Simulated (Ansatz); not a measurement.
# Ge2Sb2Te5 (P-3m1) in Ansatz: settings compared

One crystal, Ge2Sb2Te5, is run at these levels: PBE, PBEsol; tasks: relaxation of cell and atoms, single point.

Everything below comes from runs of Ansatz 0.2.0. Logs are shortened: lines on timing, memory, paths and dates and some standing lists are left out, and cuts for length are marked.

### Step 1. The crystal as given

The structure is trigonal, space group P-3m1 (No. 164). The conventional cell has a = 4.294 Å, b = 4.294 Å, c = 17.101 Å, α = 90.00°, β = 90.00°, γ = 120.00°. Around Te (site symmetry 3m) lie 3 Sb at 3.01 Å. Around Te (site symmetry 3m) lie 3 Ge at 3.00 Å and 3 Sb at 3.20 Å. Te (site symmetry -3m) has 6 Ge at 3.04 Å as nearest neighbours. Sb (site symmetry 3m) is surrounded by 6 Te at 3.01 to 3.20 Å. Ge (site symmetry 3m) has 6 Te at 3.00 to 3.04 Å as nearest neighbours.

The cell comes from a database or a generator and needn't be the stable form of this composition.

### Step 2. Relaxation of cell and atoms, PBE

input.yaml

```yaml
crystal:
  lattice:
    - [4.2940644248, 0.0, 0.0]
    - [-2.1470322124, 3.7187688774, 0.0]
    - [0.0, 0.0, 17.101346]
  atoms:
    - { symbol: Te, position: [0.6666666667, 0.3333333333, 0.419892] }
    - { symbol: Te, position: [0.3333333333, 0.6666666667, 0.580108] }
    - { symbol: Te, position: [0.3333333333, 0.6666666667, 0.201542] }
    - { symbol: Te, position: [0.6666666667, 0.3333333333, 0.798458] }
    - { symbol: Te, position: [0.0, 0.0, 0.0] }
    - { symbol: Sb, position: [0.0, 0.0, 0.320068] }
    - { symbol: Sb, position: [0.0, 0.0, 0.679932] }
    - { symbol: Ge, position: [0.6666666667, 0.3333333333, 0.102895] }
    - { symbol: Ge, position: [0.3333333333, 0.6666666667, 0.897105] }
hamiltonian:
  xc: pbe
  pseudopotentials: { kind: paw }
kpoints:
  mp_grid: { grid: [5, 5, 2] }
scf:
  occupations: { method: fermi_dirac, width: 0.05 }
output:
  forces: true
  stress: true
  eigenvalues: true
relax:
  f_tol: 0.01
  max_steps: 40
  cell: { stress_tol: 0.05 }
```

Potentials or basis: Ansatz PAW.

Command:

```sh
ansatz run input.yaml --threads 4 --pin off --max-ram 11264MiB --backend cpu --events-out ev --progress --plain --runs-dir out
```

The log of the run:

```text
Warning: RAYON_NUM_THREADS=4 ignored (pool sized by the plan → 4); use --threads N
Engine: ansatz 0.2.0, aarch64-unknown-linux-gnu
Pseudopotentials: kind: paw
Pseudopotential: Te, paw, valence charge 16, recommended cutoff 420 eV (normal), Te.paw.azcp
Pseudopotential: Sb, paw, valence charge 15, recommended cutoff 420 eV (normal), Sb.paw.azcp
Pseudopotential: Ge, paw, valence charge 14, recommended cutoff 420 eV (normal), Ge.paw.azcp
Functional definition: PBE
  parameter kappa = 0.804
  parameter beta = 0.06672455060314922
  exchange = pbe_x(kappa = kappa, mu = beta*pi^2/3)
  correlation = pbe_c(beta = beta)
Crystal: 9 atoms, lattice volume = 273.085 Å³
Basis set: ecut = 420 eV, 5295 PW (Γ), exchange–correlation on 60×60×240 points (8 copies of the dense FFT grid, shifted against one another)
Bands: 83, of which v1, the nominal top of the filled ones, is band 69 counted from 1 (68 counted from 0)
Symmetry: 12 space group operations
Space group: P-3m1 (ITA 164), of the structure as read, at distance tolerance 6.5e-5 Å
k-points: 10 of 50
Non-local potential: Te, projectors of the file, l = 0: 2, l = 1: 2, l = 2: 2, l = 3: 2
Non-local potential: Sb, projectors of the file, l = 0: 2, l = 1: 2, l = 2: 2, l = 3: 2
Non-local potential: Ge, projectors of the file, l = 0: 2, l = 1: 2, l = 2: 3, l = 3: 1
PAW form: soft (Blöchl's): semilocal exchange-correlation on the pseudo side does not see the compensation charge
PAW one-centre angular grid: Te, 590 points (default); XC on 64 Gauss nodes
PAW one-centre angular grid: Sb, 590 points (default); XC on 64 Gauss nodes
PAW one-centre angular grid: Ge, 590 points (default); XC on 64 Gauss nodes
Initial density: superposition of atomic densities (neutral atoms: chi_scale 0, normalization atom), corrected by the library's trained network
Initial wavefunctions: pseudopotential atomic-orbital guess
Functional: x = pbe(κ = 0.804, μ = 0.2195149727645171), c = pbe(β = 0.06672455060314922)
SCF iter   1: F=—  HF=-56459.701342 eV  |F-HF|=—  |Δ(HF+E_count)|=         —  Δρ=1.36e-3  dr2=9.78e-2  ethr=1.77e-3  ⟨swp⟩=6.5  Hψ=3153  notcnv=0  defer=5
preconditioner: auto → Resta (q_TF=auto, 2.435 Å⁻¹)  ε∞=4.6  [insulator: Δε(μ)=0.262 eV  Ē_g=8.216 eV  σ=0.050 eV  W_gap=0.85  n_scr=66 (ndim 8)  ℏωp=15.6 eV  f_vac=0.012  D(μ)=0.18/eV (n_scr^D=0)  ε∞_Penn≈4.6]
SCF iter   2: F=—  HF=-56459.700305 eV  |F-HF|=—  |Δ(HF+E_count)|=   1.04e-3  Δρ=1.63e-3  dr2=1.72e-1  ethr=7.09e-5  ⟨swp⟩=2.8  Hψ=1245  notcnv=0  defer=36
SCF iter   3: F=—  HF=-56459.691887 eV  |F-HF|=—  |Δ(HF+E_count)|=   8.42e-3  Δρ=5.26e-4  dr2=1.51e-3  ethr=7.09e-5  ⟨swp⟩=2.0  Hψ=916  notcnv=0  defer=36
SCF iter   4: F=—  HF=-56459.692176 eV  |F-HF|=—  |Δ(HF+E_count)|=   2.89e-4  Δρ=1.94e-4  dr2=1.71e-4  ethr=1.09e-6  ⟨swp⟩=2.2  Hψ=1106  notcnv=0  defer=36
SCF iter   5: F=—  HF=-56459.692202 eV  |F-HF|=—  |Δ(HF+E_count)|=   2.67e-5  Δρ=7.09e-5  dr2=1.30e-5  ethr=1.24e-7  ⟨swp⟩=2.0  Hψ=1046  notcnv=0  defer=36
SCF iter   6: F=—  HF=-56459.692042 eV  |F-HF|=—  |Δ(HF+E_count)|=   1.61e-4  Δρ=2.46e-5  dr2=2.98e-6  ethr=9.44e-9  ⟨swp⟩=2.0  Hψ=1510  notcnv=0  defer=34
SCF iter   7: F=—  HF=-56459.692043 eV  |F-HF|=—  |Δ(HF+E_count)|=   1.18e-6  Δρ=8.34e-6  dr2=3.28e-7  ethr=2.16e-9  ⟨swp⟩=2.0  Hψ=1030  notcnv=0  defer=34
SCF iter   8: F=-56459.692043 eV  HF=-56459.692043 eV  |F-HF|=1.13e-8  |Δ(HF+E_count)|=   2.45e-7  Δρ=2.58e-6  dr2=2.50e-8  ethr=7.25e-11  ⟨swp⟩=11.4  Hψ=4142  notcnv=0
[... 100 lines left out ...]
SCF converged after 9 iterations
Free energy (F): -56459.752070 eV
Harris-Foulkes:  -56459.752070 eV  (|F-HF|=2.91e-11)
Internal energy: -56459.752003 eV  (E = F + TS)
E sigma→0 (E₀):  -56459.752036 eV
Entropy (-TS):   -0.000066 eV (-0.007 meV/atom)
Fermi energy:    8.572858 eV
--- Per-component energies (eV) ---
  E_band       = -2019.594113
  E_kinetic    = 1529.580978
  E_local      = -16841.579631  (includes V_loc(G=0)·N_el)
  E_nonlocal   = -1.976275
  E_hartree    = 8811.108665
  E_xc         = -1046.911321
  E_vxc        = -838.244157  (∫ρ·V_xc dr)
  E_paw        = -36488.505911  (= ΣΔE_a)
  E_vpaw       = -3489.591603  (= ΣTr[D̂ρ^β])
  E_aug_tail   = -0.000350  (compensation charges beyond the density's cutoff)
  E_ewald      = -12421.468160
  E_smearing   = -0.000066  (= −TS)
  E_closure    = 0.000000  (closes the sum)
  Σ components = -56459.752070   (vs F -56459.752070, Δ=0.00e0)
--- Forces (eV/Å), atoms counted from 1 ---
  atom   1  Te    -0.00000000     0.00000000    -0.00033425
  atom   2  Te     0.00000000    -0.00000000     0.00033425
  atom   3  Te     0.00000000     0.00000000     0.00351742
  atom   4  Te    -0.00000000    -0.00000000    -0.00351742
  atom   5  Te     0.00000000     0.00000000     0.00000000
  atom   6  Sb     0.00000000    -0.00000000    -0.00101296
  atom   7  Sb     0.00000000     0.00000000     0.00101296
  atom   8  Ge     0.00000000    -0.00000000    -0.00233970
  atom   9  Ge     0.00000000     0.00000000     0.00233970
  max |Σ_I F_I| component: 9.25e-18 eV/Å
--- Stress (GPa, compression-positive) ---
        0.005166       0.000000      -0.000000
        0.000000       0.005166       0.000000
       -0.000000       0.000000       0.010207
  P = ⅓ Tr σ = 0.0068 GPa (0.068 kbar)
--- Band table (eV; the first three rows and the last of 10) ---
  k-point 0: bands = ["-28.4916", "-28.4916", "-28.4916", "-28.4916", "-28.4687", "-28.4687", "-28.4683", "-28.4683", "-28.4595", "-28.4594", "-28.3067", "-28.3066", "-28.3008", "-28.3008", "-28.3008", "-28.3008", "-28.2799", "-28.2799", "-28.2799", "-28.2799", "-28.1882", "-28.1879", "-28.1879", "-28.1830", "-28.1830", "-21.1605", "-21.1605", "-21.1605", "-21.1605", "-21.1552", "-21.1552", "-21.1537", "-21.1537", "-21.1537", "-21.1537", "-16.3688", "-16.3688", "-16.3681", "-16.3681", "-16.3658", "-16.3656", "-16.3636", "-16.3636", "-16.3629", "-16.3629", "-4.4759", "-4.3369", "-3.8915", "-3.2841", "-2.7738", "-0.1552", "0.2258", "1.5664", "2.7959", "6.1231", "6.5447", "6.5844", "6.5844", "6.6130", "6.6130", "6.9590", "6.9590", "7.0948", "7.0948", "7.3055", "7.3055", "7.5066", "7.7103", "8.2087", "8.9434", "8.9928", "8.9928", "9.4274", "9.4274", "9.4688", "10.1668", "10.1668", "10.2358", "11.3047", "11.3455", "11.3455", "13.3987", "13.7323"]
  k-point 1: bands = ["-28.4916", "-28.4916", "-28.4916", "-28.4916", "-28.4687", "-28.4687", "-28.4683", "-28.4683", "-28.4595", "-28.4594", "-28.3067", "-28.3066", "-28.3008", "-28.3008", "-28.3008", "-28.3008", "-28.2799", "-28.2799", "-28.2799", "-28.2799", "-28.1882", "-28.1879", "-28.1879", "-28.1830", "-28.1830", "-21.1605", "-21.1605", "-21.1605", "-21.1605", "-21.1552", "-21.1552", "-21.1537", "-21.1537", "-21.1536", "-21.1536", "-16.3688", "-16.3688", "-16.3681", "-16.3681", "-16.3658", "-16.3656", "-16.3636", "-16.3636", "-16.3629", "-16.3629", "-4.4463", "-4.3855", "-3.8398", "-3.3517", "-2.7299", "-0.2791", "0.4155", "1.4438", "2.8586", "5.9776", "6.5880", "6.5880", "6.6093", "6.6093", "6.8082", "6.9485", "6.9485", "7.1223", "7.1223", "7.2492", "7.2860", "7.2860", "7.9095", "8.1114", "9.0098", "9.0485", "9.0485", "9.3369", "9.3369", "9.4092", "10.2243", "10.2243", "10.2533", "11.3074", "11.3202", "11.3202", "13.3959", "13.6214"]
  k-point 2: bands = ["-28.4915", "-28.4915", "-28.4910", "-28.4910", "-28.4688", "-28.4687", "-28.4685", "-28.4684", "-28.4592", "-28.4591", "-28.3064", "-28.3064", "-28.3010", "-28.3010", "-28.3009", "-28.3009", "-28.2798", "-28.2798", "-28.2793", "-28.2793", "-28.1881", "-28.1879", "-28.1879", "-28.1830", "-28.1825", "-21.1608", "-21.1608", "-21.1589", "-21.1589", "-21.1548", "-21.1548", "-21.1543", "-21.1543", "-21.1539", "-21.1539", "-16.3699", "-16.3688", "-16.3687", "-16.3678", "-16.3654", "-16.3652", "-16.3636", "-16.3631", "-16.3631", "-16.3625", "-4.1260", "-3.9939", "-3.5754", "-3.0288", "-2.5847", "-0.0956", "0.1091", "1.1277", "1.9873", "4.6945", "4.8037", "5.4495", "5.7786", "5.7853", "5.8560", "5.9040", "6.3661", "6.6262", "6.8090", "6.9082", "7.2386", "7.4906", "7.9743", "8.1281", "9.2290", "9.3743", "9.6869", "9.9302", "9.9939", "10.5348", "10.7135", "10.7730", "11.4407", "11.8546", "11.8687", "12.4067", "12.5422", "13.0723"]
  k-point 9: bands = ["-28.4911", "-28.4910", "-28.4902", "-28.4902", "-28.4690", "-28.4689", "-28.4688", "-28.4685", "-28.4586", "-28.4585", "-28.3058", "-28.3058", "-28.3013", "-28.3013", "-28.3011", "-28.3011", "-28.2794", "-28.2794", "-28.2785", "-28.2785", "-28.1884", "-28.1881", "-28.1873", "-28.1826", "-28.1817", "-21.1603", "-21.1603", "-21.1570", "-21.1570", "-21.1561", "-21.1561", "-21.1549", "-21.1549", "-21.1526", "-21.1526", "-16.3711", "-16.3699", "-16.3694", "-16.3680", "-16.3648", "-16.3643", "-16.3631", "-16.3627", "-16.3621", "-16.3618", "-2.6164", "-2.5836", "-2.5442", "-2.5171", "-2.3335", "-0.9784", "-0.9775", "0.0620", "0.4442", "3.3023", "3.7541", "4.1753", "4.3197", "4.3725", "4.6064", "4.6993", "5.4339", "5.6049", "6.0468", "6.3860", "6.4387", "7.2210", "7.7619", "7.8154", "9.3441", "9.6637", "9.9471", "10.2440", "10.7636", "10.7828", "11.6212", "11.8051", "12.4637", "12.7381", "12.7659", "13.2267", "13.3585", "14.0879"]
--- Relaxed structure (7 steps of the walk, 7 accepted, 1 SCFs on fresh bases) ---
  F+E_penalty+E_count = -56459.75206958 eV   max|allowed force component| = 3.517e-3 eV/Å   (the final SCF, on the basis selected at the relaxed cell)
  cell:  # Å, volume = 285.5781 Å³
    - [4.286688386195659, -2.039528030279852e-33, 1.495653888871891e-32]
    - [-2.1433441930978296, 3.7123810405531588, 6.582247862268129e-32]
    - [4.332016920336916e-32, 2.8699612097232074e-31, 17.945288516126634]
  atoms:
    - { symbol: Te, position: [0.6666666666666667, 0.33333333333333337, 0.39956282665364495] }
    - { symbol: Te, position: [0.33333333333333337, 0.6666666666666667, 0.600437173346355] }
    - { symbol: Te, position: [0.33333333333333337, 0.6666666666666667, 0.190353017845126] }
    - { symbol: Te, position: [0.6666666666666667, 0.33333333333333337, 0.809646982154874] }
    - { symbol: Te, position: [1.052000400332026e-33, -1.755086913039693e-34, -3.268552389796128e-19] }
    - { symbol: Sb, position: [-1.2021268553627782e-32, -2.9752679314556306e-32, 0.3049505045957537] }
    - { symbol: Sb, position: [1.2291710751175927e-32, 3.011592476172232e-32, 0.6950494954042464] }
    - { symbol: Ge, position: [0.6666666666666667, 0.33333333333333337, 0.09746195649230256] }
    - { symbol: Ge, position: [0.33333333333333337, 0.6666666666666667, 0.9025380435076977] }
```

It took 37 s on 4 threads of Arm Neoverse V1, shared host; peak memory 0.94 GiB.

Results:

* Free energy: -56459.7521 eV
* Relaxed volume: 31.73 Å³/atom
* Relaxed cell: a = 4.287 Å, b = 4.287 Å, c = 17.945 Å, α = 90.00°, β = 90.00°, γ = 120.00°
* Space group after relaxing (to 0.05 Å): P-3m1 (No. 164)
* Energy gained by relaxing: 6.7 meV/atom
* Ionic steps: 8
* Pressure after relaxing: 0.0 GPa
* Largest force after relaxing: 0.004 eV/Å
* Band gap on the k mesh: 0.73 eV, direct

Forces on the atoms (eV/Å):
```
Te   0.000  0.000  0.000
Te   0.000  0.000  0.000
Te   0.000  0.000  0.004
Te   0.000  0.000 -0.004
Te   0.000  0.000  0.000
Sb   0.000  0.000 -0.001
Sb   0.000  0.000  0.001
Ge   0.000  0.000 -0.002
Ge   0.000  0.000  0.002
```

Step by step:
| step | energy change (eV) | largest force (eV/Å) | volume (Å³) |
| --- | --- | --- | --- |
| 1 | 0.0000 | 0.1175 | 273.09 |
| 2 | -0.0242 | 0.1643 | 277.01 |
| 3 | -0.0425 | 0.1008 | 278.43 |
| 4 | -0.0551 | 0.0277 | 281.48 |
| 5 | -0.0574 | 0.0123 | 283.26 |
| 6 | -0.0581 | 0.0044 | 284.91 |
| 7 | -0.0580 | 0.0035 | 285.58 |
| 8 | -0.0600 | 0.0035 | 285.58 |

Final structure:
```xyz
9
Lattice="4.2867 0.0000 0.0000 -2.1433 3.7124 0.0000 0.0000 0.0000 17.9453" Properties=species:S:1:pos:R:3 pbc="T T T"
Te    2.1433    1.2375    7.1703
Te    0.0000    2.4749   10.7750
Te    0.0000    2.4749    3.4159
Te    2.1433    1.2375   14.5293
Te    0.0000    0.0000    0.0000
Sb    0.0000    0.0000    5.4724
Sb    0.0000    0.0000   12.4729
Ge    2.1433    1.2375    1.7490
Ge    0.0000    2.4749   16.1963
```

Levels at points of the mesh, in eV from the valence-band top:
| k point | band 66 | band 67 | band 68 | band 69 | band 70 | band 71 | band 72 | band 73 |
| --- | --- | --- | --- | --- | --- | --- | --- | --- |
| (0.00, 0.00, 0.00) | -0.90 | -0.70 | -0.50 | 0.00 | 0.73 | 0.78 | 0.78 | 1.22 |
| (0.00, 0.00, -0.50) | -0.92 | -0.92 | -0.30 | -0.10 | 0.80 | 0.84 | 0.84 | 1.13 |

Caveat: odd divisions of the mesh miss points on the zone boundary, where band edges often lie, so the gap on the mesh can be too wide; the plane-wave basis is chosen anew once the cell has moved, so the energies of steps on either side of that aren't comparable; spin-orbit coupling is left out, which moves the levels of the heavy elements; this functional lacks dispersion, which binds the layers, so the pressure and a relaxed spacing across them are unreliable.

### Step 3. Single point, PBE (strained by -1 %)

input.yaml: that of step 2 with these lines changed.

```diff
@@ -2,4 +2,4 @@
   lattice:
-    - [4.2940644248, 0.0, 0.0]
-    - [-2.1470322124, 3.7187688774, 0.0]
+    - [4.2940644248, -0.0214703221, 0.0]
+    - [-2.1656260568, 3.7295040385, 0.0]
     - [0.0, 0.0, 17.101346]
@@ -26,5 +26,5 @@
   eigenvalues: true
-relax:
-  f_tol: 0.01
-  max_steps: 40
-  cell: { stress_tol: 0.05 }
+  write_density: true
+  write_potential: true
+  elf: true
+  volumetric_format: npy
```

Potentials or basis: Ansatz PAW.

Command:

```sh
ansatz run input.yaml --threads 4 --pin off --max-ram 11264MiB --backend cpu --events-out ev --progress --plain --runs-dir out
```

It took 11 s on 4 threads of Arm Neoverse V2, shared host; peak memory 1 GiB.

Results (log left out):

```yaml
Free_energy: -56459.6889 eV
Pressure: 0.3 GPa
Largest_force: 0.120 eV/Å
Band_gap_on_the_k_mesh: 0.23 eV, direct
```

Forces on the atoms (eV/Å):
```
Te   0.027  0.001 -0.117
Te  -0.027 -0.001  0.117
Te  -0.006  0.000 -0.089
Te   0.006  0.000  0.089
Te   0.000  0.000  0.000
Sb  -0.006  0.000 -0.025
Sb   0.006  0.000  0.025
Ge  -0.001  0.000 -0.047
Ge   0.001  0.000  0.047
```

Stress tensor (GPa, compression positive):
```
0.27 0.36 0.23
0.36 0.26 0.00
0.23 0.00 0.37
```

Levels at points of the mesh, in eV from the valence-band top:
```tsv
k point	band 67	band 68	band 69	band 70	band 71	band 72
(0.00, 0.00, 0.00)	-1.14	-0.83	0.00	0.23	0.29	0.36
(0.00, 0.00, -0.50)	-1.33	-0.70	-0.14	0.46	0.51	0.54
```

Caveat: odd divisions of the mesh miss points on the zone boundary, where band edges often lie, so the gap on the mesh can be too wide; spin-orbit coupling is left out, which moves the levels of the heavy elements. A k mesh can miss the band edges.

(Continued in part 2 of 2.)
